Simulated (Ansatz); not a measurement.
The system is PbSO3 (Scotlandite).

```
Pb S O
1.0
     4.50500    0.00000    0.00000
     0.00000    5.33300    0.00000
    -1.79123    0.00000    6.14943
Pb S O
2 2 6
Direct
  0.35420 0.75000 0.71940
  0.64580 0.25000 0.28060
  0.91430 0.25000 0.82440
  0.08570 0.75000 0.17560
  0.19960 0.97300 0.32690
  0.80040 0.47300 0.67310
  0.80040 0.02700 0.67310
  0.19960 0.52700 0.32690
  0.25920 0.25000 0.85910
  0.74080 0.75000 0.14090
```

Base run:

| Item | Value |
| --- | --- |
| Program | Ansatz 0.2.0 |
| Functional | LDA |
| Potentials or basis | all-electron LAPW, scalar-relativistic |
| Cutoff | 580 eV (chosen from the basis error) |
| Basis error allowed | 0.002 eV/atom |
| k mesh | 6 × 5 × 5 |
| Occupations | fermi-dirac, width 0.05 eV |
| Spin | no spin polarisation |

Its results: band gap on the k mesh 3.26 eV, direct; pressure -1.6 GPa; largest force 1.056 eV/Å.

The run is repeated on the same cell with these changes: functional from LDA to PBEsol. What comes out?

Band gap on the k mesh 3.30 eV, direct; pressure 2.2 GPa; largest force 1.367 eV/Å.

PBEsol binds less tightly than LDA, so the same cell stands under more pressure.

Caveats: spin-orbit coupling is left out, which as a rule narrows the gap of such compounds by several tenths of an eV; forces of over 1 eV/Å show positions far from the minimum, so gaps and moduli don't describe the material at rest.
